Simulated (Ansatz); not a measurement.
# TlHg3S2: the cost of one run

Method: DFT PBE, scalar-relativistic, plane waves, PAW, unless a step names another level, in Ansatz 0.2.0.

3 further runs of the same task are left out: 2 that didn't finish, 1 set aside as unsound or not needed. Runs told in other sessions of the task aren't counted.

### Step 1. Starting point

Symmetry: P-3m1, No. 164, trigonal system. Conventional cell: a = 4.148 Å, b = 4.148 Å, c = 10.467 Å, α = 90.00°, β = 90.00°, γ = 120.00°. Tl (site symmetry -3m) has 6 S at 3.20 Å in its first shell of neighbours. Hg (site symmetry 3m) has 3 S at 2.67 Å in its first shell of neighbours. Hg (site symmetry -3m) is surrounded by 6 Hg at 3.07 Å. S (site symmetry 3m) is surrounded by 3 Hg at 2.67 Å and 3 Tl at 3.20 Å.

Structure file:

```
Tl Hg S
1.0
     4.14778    0.00000    0.00000
    -2.07389    3.59208    0.00000
     0.00000    0.00000   10.46671
Tl Hg S
1 3 2
Direct
  0.00000 0.00000 0.00000
  0.33333 0.66667 0.68396
  0.66667 0.33333 0.31604
  0.00000 0.00000 0.50000
  0.66667 0.33333 0.79700
  0.33333 0.66667 0.20300
```

It came out lowest among 33 distinct ends of the trial cells. At a tolerance of 0.05 Å it has space group P-3m1 (No. 164).

### Step 2. A stricter relaxation, on the response runs' mesh and smearing

Input file input.yaml:

```yaml
crystal:
  lattice:
    - [4.1477779011, 0.0, 0.0]
    - [-2.0738889506, 3.5920810316, 0.0]
    - [0.0, 0.0, 10.4667128859]
  atoms:
    - { symbol: Tl, position: [0.0, 0.0, 0.0] }
    - { symbol: Hg, position: [0.3333333333, 0.6666666667, 0.6839603168] }
    - { symbol: Hg, position: [0.6666666667, 0.3333333333, 0.3160396832] }
    - { symbol: Hg, position: [0.0, 0.0, 0.5] }
    - { symbol: S, position: [0.6666666667, 0.3333333333, 0.7970018005] }
    - { symbol: S, position: [0.3333333333, 0.6666666667, 0.2029981995] }
basis:
  ecutwfc: 420
kpoints:
  mp_grid: { grid: [12, 12, 4] }
hamiltonian:
  xc: pbe
scf:
  occupations: { method: gaussian, width: 0.1 }
output:
  forces: true
  stress: true
  eigenvalues: true
relax:
  adjacent_minimum: "off"
  f_tol: 0.001
  max_steps: 60
  cell: { stress_tol: 0.01 }
```

The run is started by

```
$ ansatz run input.yaml --threads 3 --pin off --max-ram 7680MiB --backend cpu --events-out ev --progress --plain --runs-dir out
```

What time and memory should one allow on 3 threads of Arm Neoverse V2, shared host?

About 32 s, with a peak of 0.72 GiB.
